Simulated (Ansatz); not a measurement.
This was printed by a script on Ansatz 0.2.0, Python API, for a ladder of methods at one geometry of GeH6NOSb, SMILES [NH2][GeH]([OH])[SbH2]. What did the script look like? Level of theory (for the species named): MP2, def2-SVP basis, multiplicity 1. The script varies method: mp2, ccsd, ccsd_t.

```yaml
atoms:
  - { symbol: N, position_ang: [-1.3250, 0.0147, -1.0066] }
  - { symbol: Ge, position_ang: [0.2002, -0.6813, -0.3549] }
  - { symbol: O, position_ang: [-0.2140, -2.1192, 0.6173] }
  - { symbol: Sb, position_ang: [1.4908, 1.0909, 1.1191] }
  - { symbol: H, position_ang: [-1.9277, 0.3639, -0.2088] }
  - { symbol: H, position_ang: [-1.1032, 0.9387, -1.5417] }
  - { symbol: H, position_ang: [1.1485, -1.0839, -1.5307] }
  - { symbol: H, position_ang: [0.7333, -2.4076, 0.9719] }
  - { symbol: H, position_ang: [-0.0787, 1.4952, 1.9970] }
  - { symbol: H, position_ang: [1.1588, 2.3373, -0.0597] }
```

```console
$ python methods_geh6nosb.py
[INFO] Hartree-Fock reference -2447.056538 Ha
[INFO] mp2      total -2447.780934 Ha  correlation  -19.7118 eV  (92.9 % of the last)
[INFO] ccsd     total -2447.814556 Ha  correlation  -20.6267 eV  (97.2 % of the last)
[INFO] ccsd_t   total -2447.836386 Ha  correlation  -21.2208 eV  (100.0 % of the last)
```

The script that was run (others could print the same):

The script, `methods_geh6nosb.py`:
```python
import logging
import sys

import ansatz

logging.basicConfig(stream=sys.stdout, format="[%(levelname)s] %(message)s")
logger = logging.getLogger("geh6nosb")
logger.setLevel(logging.INFO)

geometry_ang = [
    ("N", (-1.325, 0.0147, -1.0066)),
    ("Ge", (0.2002, -0.6813, -0.3549)),
    ("O", (-0.214, -2.1192, 0.6173)),
    ("Sb", (1.4908, 1.0909, 1.1191)),
    ("H", (-1.9277, 0.3639, -0.2088)),
    ("H", (-1.1032, 0.9387, -1.5417)),
    ("H", (1.1485, -1.0839, -1.5307)),
    ("H", (0.7333, -2.4076, 0.9719)),
    ("H", (-0.0787, 1.4952, 1.997)),
    ("H", (1.1588, 2.3373, -0.0597)),
]
system = ansatz.Crystal.molecule()
for symbol, xyz in geometry_ang:
    system = system.atom(symbol, xyz)

base = system.calculation().basis(gaussian="def2-SVP")

methods = ["mp2", "ccsd", "ccsd_t"]
reports = [base.correlation(m).run().report for m in methods]
logger.info(f"Hartree-Fock reference {reports[0]['reference_energy_ev'] / 27.211386246:.6f} Ha")
best = reports[-1]["free_energy_ev"] - reports[-1]["reference_energy_ev"]
for method, each in zip(methods, reports):
    gained = each["free_energy_ev"] - each["reference_energy_ev"]
    logger.info(f"{method:8s} total {each['free_energy_ev'] / 27.211386246:.6f} Ha  correlation {gained:9.4f} eV  ({100 * gained / best:.1f} % of the last)")
```

Caveats:
- Total energies depend on the basis set; only differences at equal settings carry meaning.
- The geometry is a force-field or estimated start, not a minimum of this method, and the basis set is short of its limit. A lower total doesn't mark the better method: functionals have no common bound, and MP2 and coupled cluster aren't variational.
- def2 sets replace the cores of elements past krypton by effective core potentials.
- Inner cores stay frozen; a filled d shell under the valence of the heavier atoms is correlated with it.
- The whole script took 61 s on 1 thread of Arm Neoverse V2, on a shared host, peak memory 0.74 GiB.
